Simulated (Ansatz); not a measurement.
# Cd2S (P3m1) in Ansatz: a series of runs, part 2 of 2

Ansatz 0.2.0. The steps go on from the part before.

## (3) Relaxation of cell and atoms, PBE, target pressure 2 GPa, at which the enthalpy is minimised

input.yaml reads:

```yaml
crystal:
  lattice:
    - [3.962670049, 0.0, 0.0]
    - [-1.9813350245, 3.4317729293, 0.0]
    - [0.0, 0.0, 5.809192]
  atoms:
    - { symbol: Cd, position: [0.3333333333, 0.6666666667, 0.932717] }
    - { symbol: Cd, position: [0.6666666667, 0.3333333333, 0.578735] }
    - { symbol: S, position: [0.3333333333, 0.6666666667, 0.365705] }
hamiltonian:
  xc: pbe
  pseudopotentials: { kind: paw }
kpoints:
  mp_grid: { grid: [8, 8, 5] }
scf:
  occupations: { method: fermi_dirac, width: 0.05 }
output:
  forces: true
  stress: true
  eigenvalues: true
relax:
  f_tol: 0.01
  max_steps: 40
  cell: { stress_tol: 0.05, p_target: 2.0 }
```

Potentials or basis: Ansatz PAW.

Started as:

```
$ ansatz run input.yaml --threads 2 --pin off --max-ram 5632MiB --backend cpu --events-out ev --progress --plain --runs-dir out
```

What it wrote:

```text
Warning: RAYON_NUM_THREADS=2 ignored (pool sized by the plan → 2); use --threads N
Engine: ansatz 0.2.0, aarch64-unknown-linux-gnu
Pseudopotentials: kind: paw
Pseudopotential: Cd, paw, valence charge 20, recommended cutoff 420 eV (normal), Cd.paw.azcp
Pseudopotential: S, paw, valence charge 6, recommended cutoff 420 eV (normal), S.paw.azcp
Functional definition: PBE
  parameter kappa = 0.804
  parameter beta = 0.06672455060314922
  exchange = pbe_x(kappa = kappa, mu = beta*pi^2/3)
  correlation = pbe_c(beta = beta)
Crystal: 3 atoms, lattice volume = 78.999 Å³
Basis set: ecut = 420 eV, 1555 PW (Γ), exchange–correlation on 54×54×80 points (8 copies of the dense FFT grid, shifted against one another)
Bands: 28, of which v1, the nominal top of the filled ones, is band 23 counted from 1 (22 counted from 0)
Symmetry: 6 space group operations
Space group: P3m1 (ITA 156), of the structure as read, at distance tolerance 4.3e-5 Å
k-points: 40 of 320 (time reversal used)
Non-local potential: Cd, projectors of the file, l = 0: 3, l = 1: 2, l = 2: 2, l = 3: 1
Non-local potential: S, projectors of the file, l = 0: 2, l = 1: 2, l = 2: 2
PAW form: soft (Blöchl's): semilocal exchange-correlation on the pseudo side does not see the compensation charge
PAW one-centre angular grid: Cd, 590 points (default); XC on 64 Gauss nodes
PAW one-centre angular grid: S, 110 points (default); XC on 64 Gauss nodes
Initial density: superposition of atomic densities (neutral atoms: chi_scale 0, normalization atom), corrected by the library's trained network
Initial wavefunctions: pseudopotential atomic-orbital guess
Functional: x = pbe(κ = 0.804, μ = 0.2195149727645171), c = pbe(β = 0.06672455060314922)
SCF iter   1: F=—  HF=-17411.629517 eV  |F-HF|=—  |Δ(HF+E_count)|=         —  Δρ=2.40e-3  dr2=1.31e-2  ethr=1.77e-3  ⟨swp⟩=6.1  Hψ=4615  notcnv=0
preconditioner: auto → Resta (q_TF=auto, 2.493 Å⁻¹)  ε∞=5.0  [insulator: Δε(μ)=0.243 eV  Ē_g=11.449 eV  σ=0.050 eV  W_gap=0.83  n_scr=22 (ndim 8)  ℏωp=22.9 eV  f_vac=0.097  D(μ)=0.16/eV (n_scr^D=0)  ε∞_Penn≈5.0]
SCF iter   2: F=—  HF=-17411.627988 eV  |F-HF|=—  |Δ(HF+E_count)|=   1.53e-3  Δρ=1.38e-3  dr2=4.26e-3  ethr=2.85e-5  ⟨swp⟩=1.4  Hψ=1456  notcnv=0
SCF iter   3: F=—  HF=-17411.626972 eV  |F-HF|=—  |Δ(HF+E_count)|=   1.02e-3  Δρ=3.01e-4  dr2=2.68e-4  ethr=9.27e-6  ⟨swp⟩=2.0  Hψ=1261  notcnv=0
SCF iter   4: F=—  HF=-17411.626954 eV  |F-HF|=—  |Δ(HF+E_count)|=   1.85e-5  Δρ=1.38e-4  dr2=2.58e-5  ethr=5.83e-7  ⟨swp⟩=2.2  Hψ=1386  notcnv=0
SCF iter   5: F=—  HF=-17411.626941 eV  |F-HF|=—  |Δ(HF+E_count)|=   1.29e-5  Δρ=4.78e-5  dr2=2.14e-6  ethr=5.61e-8  ⟨swp⟩=2.0  Hψ=1696  notcnv=0
[... 55 lines left out ...]
Harris-Foulkes:  -17411.603330 eV  (|F-HF|=7.28e-12)
Internal energy: -17411.601323 eV  (E = F + TS)
E sigma→0 (E₀):  -17411.602327 eV
Entropy (-TS):   -0.002007 eV (-0.669 meV/atom)
Fermi energy:    8.900419 eV
--- Per-component energies (eV) ---
  E_band       = -969.712590
  E_kinetic    = 1116.306274
  E_local      = -7626.427557  (includes V_loc(G=0)·N_el)
  E_nonlocal   = 94.303704
  E_hartree    = 3530.231739
  E_xc         = -450.481168
  E_vxc        = -530.528530  (∫ρ·V_xc dr)
  E_paw        = -8765.878579  (= ΣΔE_a)
  E_vpaw       = -1083.830059  (= ΣTr[D̂ρ^β])
  E_aug_tail   = 0.000028  (compensation charges beyond the density's cutoff)
  E_ewald      = -5309.655765
  E_smearing   = -0.002007  (= −TS)
  E_closure    = -0.000000  (closes the sum)
  Σ components = -17411.603330   (vs F -17411.603330, Δ=0.00e0)
--- Forces (eV/Å), atoms counted from 1 ---
  atom   1  Cd     0.00000000    -0.00000000     0.00069980
  atom   2  Cd     0.00000000    -0.00000000     0.00044065
  atom   3  S     -0.00000000     0.00000000    -0.00113998
  max |Σ_I F_I| component: 4.76e-7 eV/Å
--- Stress (GPa, compression-positive) ---
        1.989889       0.000000      -0.000000
        0.000000       1.989889       0.000000
       -0.000000       0.000000       1.988827
  P = ⅓ Tr σ = 1.9895 GPa (19.895 kbar)
--- Band table (eV; the first three rows and the last of 40) ---
  k-point 0: bands = ["-93.5071", "-93.2190", "-54.5766", "-54.5766", "-54.5417", "-54.2809", "-54.2791", "-54.2791", "-4.0274", "0.3388", "0.3388", "0.4378", "0.4378", "0.4910", "0.7076", "0.7540", "0.7540", "1.1422", "1.1422", "4.1483", "4.9181", "8.2019", "8.2019", "12.3375", "13.9291", "15.8972", "15.8972", "17.4744"]
  k-point 1: bands = ["-93.5071", "-93.2190", "-54.5766", "-54.5766", "-54.5417", "-54.2809", "-54.2791", "-54.2791", "-3.9862", "0.3020", "0.3344", "0.3344", "0.4220", "0.4220", "0.7774", "0.7774", "0.8462", "1.1388", "1.1388", "3.2909", "6.2243", "8.2274", "8.2274", "11.8083", "13.8753", "15.7692", "15.7692", "17.2243"]
  k-point 2: bands = ["-93.5071", "-93.2190", "-54.5766", "-54.5766", "-54.5417", "-54.2809", "-54.2791", "-54.2791", "-3.9157", "0.0829", "0.3310", "0.3310", "0.3952", "0.3952", "0.8148", "0.8148", "0.9842", "1.1315", "1.1315", "2.6907", "7.9907", "8.2696", "8.2696", "10.5139", "13.7212", "15.5302", "15.5302", "17.0601"]
  k-point 39: bands = ["-93.5071", "-93.2190", "-54.5776", "-54.5773", "-54.5415", "-54.2809", "-54.2800", "-54.2797", "-3.4734", "0.1867", "0.3054", "0.4296", "0.5404", "0.6436", "0.7915", "0.8212", "0.9799", "1.0252", "1.4300", "4.8220", "5.3953", "6.3391", "8.3714", "10.1224", "10.8337", "14.0702", "14.7638", "15.5619"]
--- Relaxed structure (4 steps of the walk, 4 accepted, 1 SCFs on fresh bases) ---
  F+E_penalty+E_count = -17411.60332992 eV   max|allowed force component| = 1.140e-3 eV/Å   (the final SCF, on the basis selected at the relaxed cell)
  cell:  # Å, volume = 74.8463 Å³
    - [3.867132657872756, -9.486071569184138e-34, -3.794428627673655e-33]
    - [-1.933566328936378, 3.349035121522243, 6.826321690455293e-33]
    - [-5.562553570124738e-33, 8.343830355187107e-33, 5.779115950271228]
  atoms:
    - { symbol: Cd, position: [0.3333333333333333, 0.6666666666666666, 0.9334212572513503] }
    - { symbol: Cd, position: [0.6666666666666666, 0.3333333333333333, 0.5809887593435301] }
    - { symbol: S, position: [0.3333333333333333, 0.6666666666666666, 0.3627469834051191] }
```

It took 22 s on 2 threads of Arm Neoverse V2, shared host; peak memory 0.41 GiB.

Results:

```yaml
Free_energy: -17411.6033 eV
Relaxed_volume: 24.95 Å³/atom
Relaxed_cell: a = 3.867 Å, b = 3.867 Å, c = 5.779 Å, α = 90.00°, β = 90.00°, γ = 120.00°
Space_group_after_relaxing_to_0.05_Å: P3m1 (No. 156)
Energy_change_on_relaxing_the_enthalpy_is_what_falls: +7.9 meV/atom
Ionic_steps: 5
Pressure_after_relaxing: 2.0 GPa
Band_gap_on_the_k_mesh: 0.19 eV, indirect (least direct gap 0.59 eV)
```

Step by step:
| step | energy change (eV) | largest force (eV/Å) | volume (Å³) |
| --- | --- | --- | --- |
| 1 | 0.0000 | 0.0749 | 79.00 |
| 2 | 0.0471 | 0.2493 | 73.63 |
| 3 | 0.0201 | 0.0063 | 75.05 |
| 4 | 0.0225 | 0.0011 | 74.85 |
| 5 | 0.0236 | 0.0011 | 74.85 |

Final structure:
```
Cd S
1.0
     3.86713    0.00000    0.00000
    -1.93357    3.34904    0.00000
     0.00000    0.00000    5.77912
Cd S
2 1
Direct
  0.33333 0.66667 0.93342
  0.66667 0.33333 0.58099
  0.33333 0.66667 0.36275
```

Caveat: odd divisions of the mesh miss points on the zone boundary, where band edges often lie, so the gap on the mesh can be too wide; the plane-wave basis is chosen anew once the cell has moved, so the energies of steps on either side of that aren't comparable.
